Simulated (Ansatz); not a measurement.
# BeBr: a short molecular-dynamics run

A trajectory of BeBr, a randomly packed cell with 4 atoms that was not relaxed first: 60 steps of 1.5 fs at constant energy, with velocities drawn for 100 K.

All numbers below are computed with Ansatz 0.2.0 (DFT PBE, plane waves, PAW, scalar-relativistic, no spin polarisation).

### 1 The starting structure

The cell holds 4 atoms (Be2Br2): a = 4.445 Å, b = 3.975 Å, c = 5.031 Å, α = 95.79°, β = 83.41°, γ = 85.90°.

As a file:

```xyz
4
Lattice="4.3890 0.3228 0.6235 -0.0143 3.9747 0.0695 -0.0809 -0.5950 4.9947" Properties=species:S:1:pos:R:3 pbc="T T T"
Be    4.2768    2.2718    4.3206
Be    2.7055    2.4086    2.3750
Br    3.7379    0.6398    0.9933
Br    1.7234    0.1898    3.8148
```

### 2 Molecular dynamics

Contents of input.yaml:

```yaml
crystal:
  lattice:
    - [4.38899, 0.322756, 0.623451]
    - [-0.014306, 3.97475, 0.069459]
    - [-0.080864, -0.594997, 4.994683]
  atoms:
    - { symbol: Be, position: [0.989901, 0.600924, 0.733114] }
    - { symbol: Be, position: [0.625586, 0.61338, 0.388895] }
    - { symbol: Br, position: [0.853667, 0.105238, 0.090844] }
    - { symbol: Br, position: [0.406165, 0.121251, 0.711394] }
kpoints:
  mp_grid: { grid: [3, 4, 3] }
magnetization:
  spin_polarized: false
scf:
  occupations: { method: cold, width: 0.15 }
  initial_density: { chi_scale: 0.1 }
hamiltonian:
  pseudopotentials: { kind: paw }
  xc: pbe
basis:
  ecutwfc: "22.0 Ry"
md:
  timestep: 1.5
  n_steps: 60
  ensemble: nve
  temperature: 100.0
  initial_velocities: maxwell_boltzmann
  seed: 891483
accuracy: high
```

Run with:

```
> ansatz run input.yaml --threads 2 --pin off --max-ram 2560MiB --backend cpu --events-out ev --progress --plain --runs-dir out
```

**Question.** What will these runs give? Wanted: temperature, first and last step; temperature, second half; potential energy, second half; largest change of the total energy; mean square displacement, second half.

The runs gave:

| quantity | value |
| --- | --- |
| length | 60 steps of 1.5 fs |
| temperature, first and last step | 100 and 2957 K |
| temperature, second half | mean 3135 K, from 1919 to 4260 K |
| potential energy, second half | -295 meV/atom from the start |
| largest change of the total energy | 0.97 meV/atom |
| mean square displacement, second half | Be 1.3, Br 0.154 Å² |

In words: The temperature starts at 100 K and averages 3135 K in the second half, where it ranges from 1919 to 4260 K; the start was no minimum (force components up to 2.3 eV/Å), and the potential energy that it sheds (295 meV/atom) turns into motion. The total energy strays from its start by at most 0.97 meV/atom, 0.4 % of the mean kinetic energy, which is good for a step of 1.5 fs. Over the second half Be atoms stand 1.1 Å (root mean square) from where they began, and the farthest move is 1.9 Å. Settings off the usual here: accuracy, scf.initial_density.chi_scale, basis.ecutwfc; they were drawn at random, not all are sound, and the numbers needn't be the system's own. Averages from a run of 90 fs with 4 atoms are rough. The cutoff lies under what these potentials recommend, so forces and energies are not converged in the basis. The k-mesh is coarse for this cell.
